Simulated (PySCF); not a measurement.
**[Er(H2O)]3+: other functionals and bases at one geometry**

How far do other levels of theory move the description of [Er(H2O)]3+, and what does each cost? It is a constructed species; whether it can be made isn't addressed.

Method: several levels, as the steps say, no spin–orbit coupling; program: PySCF 2.14.0.

1 further run of the same task is left out (for a known fault of the program).

### Step 1. Starting geometry

4 atoms, charge 3, spin multiplicity 1.

Bond lengths: Er1–O2 2.144 Å, O2–H3 1.004 Å, O2–H4 1.004 Å. Angles: Er1–O2–H3 128.9°, Er1–O2–H4 128.9°, H3–O2–H4 102.1°.

As a file:

```xyz
4
ErH2O
Er    0.0000    0.0000   -0.0551
O     0.0000    0.0000    2.0886
H     0.7809    0.0000    2.7197
H    -0.7809    0.0000    2.7197
```

Formal oxidation states: Er +3. Each metal's 11 4f electrons lie in its core potential, so multiplicities, spins and levels count the valence alone. An earlier session relaxed this geometry at PBE0, Er lcecp-1-SVP with ECP57, O def2-SVP, H def2-SVP (singlet, point group C2v).

At PBE0 on the finer grid: E = -113.161321 Eh, HOMO -28.46 eV, LUMO -20.77 eV, Mulliken charge on Er1 +2.54 e, largest force component 0.001 eV/Å. 

Levels to run: HF; revPBE; PBE0, TZVP. Hardware: 2 threads of Arm Neoverse V2, shared host.

### Step 2. HF

Contents of run.py (the lines that set the calculation):

```python
mol = gto.M(atom='''
Er     0.00000     0.00000    -0.05505
O      0.00000     0.00000     2.08859
H      0.78094     0.00000     2.71965
H     -0.78094     0.00000     2.71965''',
    basis={'Er': 'lcecp-1-SVP', 'O': 'def2-SVP', 'H': 'def2-SVP'},
    ecp={'Er': 'lcecp-1-SVP'},
    charge=3, spin=0)
mf = scf.RHF(mol)
mf = mf.density_fit()  # fitting sets: Er AutoAux, O def2-universal-JKFIT, H def2-universal-JKFIT
mf.conv_tol = 1e-08; mf.max_cycle = 55
mf.kernel(dm0)  # dm0: the density of the relaxed state
```

Run with:

```bash
$ OMP_NUM_THREADS=2 python run.py
```

### Step 3. revPBE

Edit run.py (the lines that set the calculation) of step 2 so:

```diff
@@ -8,3 +8,4 @@
     charge=3, spin=0)
-mf = scf.RHF(mol)
+mf = dft.RKS(mol, xc='PBE_R,PBE')
+mf.grids.atom_grid = (75, 302)  # f atoms: unpruned, at least (60, 302)
 mf = mf.density_fit()  # fitting sets: Er AutoAux, O def2-universal-JKFIT, H def2-universal-JKFIT
```

### Step 4. PBE0, TZVP

Basis: Er lcecp-1-TZVP with ECP57, O def2-TZVP, H def2-TZVP. 

Contents of run.py (the lines that set the calculation):

```python
mol = gto.M(atom='''
Er     0.00000     0.00000    -0.05505
O      0.00000     0.00000     2.08859
H      0.78094     0.00000     2.71965
H     -0.78094     0.00000     2.71965''',
    basis={'Er': 'lcecp-1-TZVP', 'O': 'def2-TZVP', 'H': 'def2-TZVP'},
    ecp={'Er': 'lcecp-1-TZVP'},
    charge=3, spin=0)
mf = dft.RKS(mol, xc='PBE0')
mf.grids.atom_grid = (75, 302)  # f atoms: unpruned, at least (60, 302)
mf = mf.density_fit()  # fitting sets: Er AutoAux, O def2-universal-JKFIT, H def2-universal-JKFIT
mf.conv_tol = 1e-08; mf.max_cycle = 55
mf.kernel(dm0)  # dm0: free metal ions and neutral atoms
```

What does the calculation give? Wanted: for each run, HOMO; gap; charge on Er1; dipole; largest force.

**Answer**, as computed:

| level | state | HOMO (eV) | gap (eV) | charge on Er1 (e) | dipole (D) | largest force (eV/Å) | basis functions | time |
| --- | --- | --- | --- | --- | --- | --- | --- | --- |
| PBE0 (relaxed here) | singlet | -28.46 | 7.69 | 2.54 | 3.38 | 0.00 | 57 | 2.6 s |
| HF | singlet | -32.78 | 15.47 | 2.67 | 2.65 | 1.66 | 57 | 0.6 s |
| revPBE | singlet | -26.78 | 4.93 | 2.48 | 3.71 | 0.37 | 57 | 1.4 s |
| PBE0, TZVP | singlet | -28.43 | 7.69 | 2.62 | 3.45 | 0.33 | 90 | 4.2 s |

Times are on 2 threads of Arm Neoverse V2, shared host; the first row also made further properties. The dipole of a charged species depends on the origin, so these sizes hold for this origin alone.

In one basis the HOMO–LUMO gap runs from 4.93 eV (revPBE) to 15.47 eV (HF). The largest leftover force, 1.66 eV/Å with HF, stands at a geometry relaxed at another level. The Mulliken charge on Er spans +2.48 to +2.67 e over the levels. With 4f in the core, its levels are missing from HOMO and gap. Total energies of different levels can't be compared. Spin–orbit coupling is left out throughout.
